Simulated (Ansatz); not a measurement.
What does this script print? It uses Ansatz 0.2.0 through its Python package.

Input file `cu3pt.xyz`:
```text
4
Lattice="3.71 0.0 0.0 0.0 3.71 0.0 0.0 0.0 3.71" Properties=species:S:1:pos:R:3 pbc="T T T"
Cu    0.00000000    1.85500000    1.85500000
Cu    1.85500000    0.00000000    1.85500000
Cu    1.85500000    1.85500000    0.00000000
Pt    0.00000000    0.00000000    0.00000000
```

`restart_cu3pt.py`
```python
import argparse

import ansatz as az


def main() -> None:
    cu3pt = az.Crystal.from_extxyz("cu3pt.xyz")

    parser = argparse.ArgumentParser()
    parser.add_argument("stage", choices=["scf", "bands"])
    stage = parser.parse_args().stage
    setup = (
        cu3pt.calculation()
        .kpoints(7)
        .functional(az.Functional.R2SCAN)
        .pseudopotentials("paw")
        .occupations(az.OccupationsMethod.FERMI_DIRAC)
    )
    if stage == "scf":
        r = setup.checkpoint(write="state").run(threads=1).report
        print(f"F = {r['free_energy_ev']:.5f} eV after {r['n_iterations']} iterations, saved")
    else:
        points = {"G": (0.0, 0.0, 0.0), "X": (0.0, 0.5, 0.0), "M": (0.5, 0.5, 0.0), "R": (0.5, 0.5, 0.5)}
        res = setup.checkpoint(read="state", post_process_only=True).band_structure(list(points.values()), intervals=1).run(threads=1)
        bands = res.band_structure()
        for label, levels in zip(points, bands.channels[0].eigenvalues_ev - bands.fermi_energy_ev):
            print(f"{label:3s}", " ".join(f"{e:7.3f}" for e in levels if abs(e) < 6))


if __name__ == "__main__":
    main()
```

`python restart_cu3pt.py scf` gives:
```text
DeckWarning: basis.ecutwfc = 500 eV, auto-derived from the records' recommended cutoffs: set by Cu (their level for a meta-GGA)
F = -32431.13997 eV after 9 iterations, saved
```
(Warnings from the package without file and line.)

`python restart_cu3pt.py bands` gives:
```text
DeckWarning: basis.ecutwfc = 500 eV, auto-derived from the records' recommended cutoffs: set by Cu (their level for a meta-GGA)
G    -5.638  -5.638  -4.754  -4.754  -4.754  -4.491  -2.781  -2.781  -2.781  -1.898  -1.898  -1.464  -1.293  -1.293  -1.293  -0.780  -0.780  -0.165  -0.165  -0.165   1.970   1.970   1.970
X    -4.867  -4.198  -3.908  -3.908  -3.728  -3.393  -3.148  -3.148  -2.429  -2.399  -2.096  -2.096  -2.036  -1.896  -1.896  -1.722  -1.591  -1.292  -1.211  -0.211
M    -5.583  -5.087  -4.255  -4.255  -3.885  -3.885  -3.678  -3.213  -3.101  -3.098  -2.996  -2.996  -2.275  -2.274  -2.274  -1.973  -1.952  -1.944  -1.605  -1.605  -0.090  -0.090   0.801   1.817
R    -5.739  -5.739  -5.739  -4.978  -3.108  -3.108  -2.837  -2.837  -2.837  -2.755  -2.755  -2.755  -1.433  -1.433  -1.433  -0.863  -0.863  -0.863  -0.811  -0.587  -0.587  -0.361  -0.361  -0.361   3.854   5.716   5.716   5.716
```
(Warnings from the package without file and line.)

Total energies depend on the potentials; only differences at equal settings carry meaning. A total without «per atom» is that of the cell as typed. No spin polarisation was allowed. For a metal this k-point mesh is coarse: on a finer one energies can move by several to tens of meV an atom and pressures by half a GPa or more, differences at one mesh by less. Spin-orbit coupling, which matters for elements this heavy, is left out. The structure is a deposited one; some such entries were measured under pressure or heat, so a shift against it needn't be the functional's error alone. Gaps and levels are Kohn-Sham values on a finite set of k-points, without spin-orbit coupling. Finished in 9.4 s on 1 thread of Arm Neoverse V2 (shared host), peak memory 0.49 GiB.

(Lines on the test bed's own set-up are left out of the output.)
